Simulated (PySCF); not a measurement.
# C5H9F3Si: the cost of one run

Programs: PySCF 2.14.0, with density-fitted response routines of our own. Each step states its level of theory. These are calculated values for one molecule in the gas phase, unless marked as measured. Atoms count from 0, in the outputs and in this text.

## Step 1: Starting geometry

18 atoms, charge 0, multiplicity 1; geometry from: GFN2-xTB.

Bonds of the start (Å): F0–Si1 1.59, Si1–F2 1.59, Si1–F3 1.59, Si1–C4 1.88, C4–C5 1.54, C5–C6 1.53, C6–C7 1.54, C7–C8 1.53, C8–C4 1.54, C4–H9 1.10, C5–H10 1.09, C5–H11 1.09, C6–H12 1.09, C6–H13 1.09, C7–H14 1.09, C7–H15 1.09, C8–H16 1.09, C8–H17 1.09.

## Step 2: Geometry optimisation at PBE0-D3(BJ)/def2-SVP

The job: settings as JSON, then the geometry in Å.

```
{"job": {"xc": "PBE0", "basis": "def2-SVP", "d3": "d3bj", "grid": 1, "kind": "geom"}, "charge": 0, "multiplicity": 1}
F      2.145350     0.974810     0.421540
Si     1.099400    -0.206110     0.252080
F      1.541640    -0.923340    -1.094870
F      1.499310    -1.244120     1.390950
C     -0.698820     0.327390     0.283900
C     -1.102780     1.302780    -0.832750
C     -2.635130     1.288080    -0.799730
C     -3.032380    -0.076330    -0.203650
C     -1.716980    -0.806790     0.088870
H     -0.922120     0.809150     1.243300
H     -0.746020     0.931780    -1.794530
H     -0.693680     2.300240    -0.680590
H     -3.050980     1.430420    -1.795720
H     -3.004340     2.096780    -0.169190
H     -3.656560    -0.649550    -0.887030
H     -3.595930     0.064880     0.718510
H     -1.787230    -1.455720     0.960310
H     -1.430090    -1.417740    -0.768070
```

**Question.** How long does this first job take on 8 threads of Arm Neoverse V1, shared host?

About 53 s.
